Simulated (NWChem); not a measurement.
**C2H3F (SMILES C=CF): M06-2X/cc-pVTZ**

Aim: the electronic atomisation energy of C2H3F at M06-2X/cc-pVTZ, from 4 runs. 

The calculation is run with NWChem 7.3.0.

## Step 1: Starting point

The species is C2H3F (6 atoms), meant as a singlet with charge 0. As SMILES, `C=CF`. Geometry: relaxed at PBE0-D4/def2-TZVP.

Bond lengths: C1–C2 1.316 Å, C2–F3 1.336 Å, C1–H4 1.082 Å, C1–H5 1.081 Å, C2–H6 1.084 Å. Angles: C1–C2–F3 122.3°, C1–C2–H6 125.7°, F3–C2–H6 112.0°, C2–C1–H4 121.6°, C2–C1–H5 119.2°, H4–C1–H5 119.2°.

## Step 2: The energy at M06-2X/cc-pVTZ (run 1)

The input, c2h3f.nw:

```
start c2h3f
title "C2H3F"
memory 2200 mb
geometry noautosym nocenter noautoz
C     -0.536200     0.076400    -0.442800
C      0.490000    -0.016300     0.376600
F      0.966200    -1.192400     0.795500
H     -1.043900    -0.803300    -0.816600
H     -0.880200     1.054100    -0.749700
H      1.046100     0.817400     0.790700
end
basis spherical bse
C library cc-pVTZ
F library cc-pVTZ
H library cc-pVTZ
end
dft
xc m06-2x
mult 1
grid fine
convergence energy 1e-08
iterations 100
mulliken
print low
end
task dft energy
```

Command:

```
nwchem c2h3f.nw > c2h3f.out
```

Log, cut to the lines that bear on the results:

```text
[...]
 d= 0,ls=0.0,diis     1   -177.7739530177 -2.46D+02  3.80D-03  4.67D-01     2.9
[...]
 d= 0,ls=0.0,diis    10   -177.8224044175 -4.59D-10  1.94D-07  1.74D-09    26.6
         Total DFT energy =     -177.822404417495
      One electron energy =     -377.573508940816
           Coulomb energy =      154.292415117069
    Exchange-Corr. energy =      -22.334613323476
 Nuclear repulsion energy =       67.793302729728
[...]
      Total Density - Mulliken Population Analysis
     ---------------------------------------------
    Atom       Charge   Shell Charges
 -----------   ------   -------------------------------------------------------
    1 C    6     6.33   1.96  0.17  0.81  0.39  0.87  1.44  0.64  0.01  0.01  0.00
    2 C    6     5.88   1.96  0.18  0.80  0.26  0.82  1.35  0.35  0.03  0.10  0.02
    3 F    9     9.18   1.95  0.27  1.04  0.62  1.57  2.39  1.32  0.00  0.01  0.00
    4 H    1     0.86   0.27  0.46  0.10  0.01  0.01  0.00
    5 H    1     0.87   0.27  0.47  0.10  0.01  0.01  0.00
    6 H    1     0.89   0.28  0.48  0.11  0.01  0.02  0.00
[...]
```

Wall time 27 s (1 thread of Intel Xeon 6975P-C (Granite Rapids), shared host); peak memory 0.12 GiB.

## Step 3: The C atom (run 2)

The input, geom.xyz:

```xyz
1
C energy
C      0.000000     0.000000     0.000000
```

The input, geom.nw:

```
start geom
title "C energy"
memory 2200 mb
charge 0
geometry units angstrom noautosym nocenter noautoz
 load format xyz geom.xyz
end
basis spherical bse
 * library cc-pVTZ
end
dft
 xc m06-2x
 mult 3
 grid fine
 convergence energy 1e-08
 maxiter 100
 mulliken
 print low
end
task dft energy
```

Run the same way, it converges to -37.84247 Eh (log not shown).

Run 3 isn't shown in full; the table further down has it.

## Step 4: The H atom, same level (run 4)

The input, h.nw:

```
START h
memory stack 880 mb heap 220 mb global 1100 mb
charge 0
GEOMETRY units angstroms noautosym nocenter noautoz
  H        0.000000       0.000000       0.000000
END
BASIS spherical bse
  * library cc-pVTZ
END
DFT
  xc m06-2x
  mult 2
  grid fine
  convergence energy 1e-08
  iterations 100
  mulliken
  print low
END
TASK dft energy
```

Command:

```
nwchem h.nw > h.out
```

Log, cut to the lines that bear on the results:

```text
[...]
 d= 0,ls=0.0,diis     1     -0.4975624055 -4.98D-01  3.85D-03  1.84D-03     0.0
[...]
 d= 0,ls=0.0,diis     5     -0.4981350521 -1.42D-12  2.20D-09  5.06D-16     0.1
[...]
         Total DFT energy =       -0.498135052126
      One electron energy =       -0.499240849410
           Coulomb energy =        0.307520235957
    Exchange-Corr. energy =       -0.306414438672
 Nuclear repulsion energy =        0.000000000000
[...]
      Total Density - Mulliken Population Analysis
     ---------------------------------------------
    Atom       Charge   Shell Charges
 -----------   ------   -------------------------------------------------------
    1 H    1     1.00   0.18  0.44  0.38  0.00  0.00  0.00
     --------------------------------------------
      Spin Density - Mulliken Population Analysis
     --------------------------------------------
    Atom       Charge   Shell Charges
 -----------   ------   -------------------------------------------------------
    1 H    1     1.00   0.18  0.44  0.38  0.00  0.00  0.00
[...]
      <S2> =      0.7500 (Exact =     0.7500)
[...]
```

It took 0.58 s on 1 thread of Intel Xeon 6975P-C (Granite Rapids), shared host; peak memory 0.1 GiB.

## Step 5: All runs side by side

```tsv
run	level	partner	energy (Eh)	wall time
1	M06-2X/cc-pVTZ	base	-177.822404	27 s
2	UM06-2X/cc-pVTZ	atoms	-37.842465	0.99 s
3	UM06-2X/cc-pVTZ	atoms	-99.730225	2.2 s
4	UM06-2X/cc-pVTZ	atoms	-0.498135	0.58 s
```

## Step 6: Outcome

Level: M06-2X/cc-pVTZ.

| quantity | value |
| --- | --- |
| H atom: total energy | -0.49814 Eh |
| H atom: ⟨S²⟩ | 0.750 |
| electronic atomisation energy | 24.840 eV |

What this shows: Taking the molecule apart into free atoms costs 24.84 eV (573 kcal/mol), before zero-point energy and without spin-orbit coupling. All runs together took 31 s, the longest 27 s.
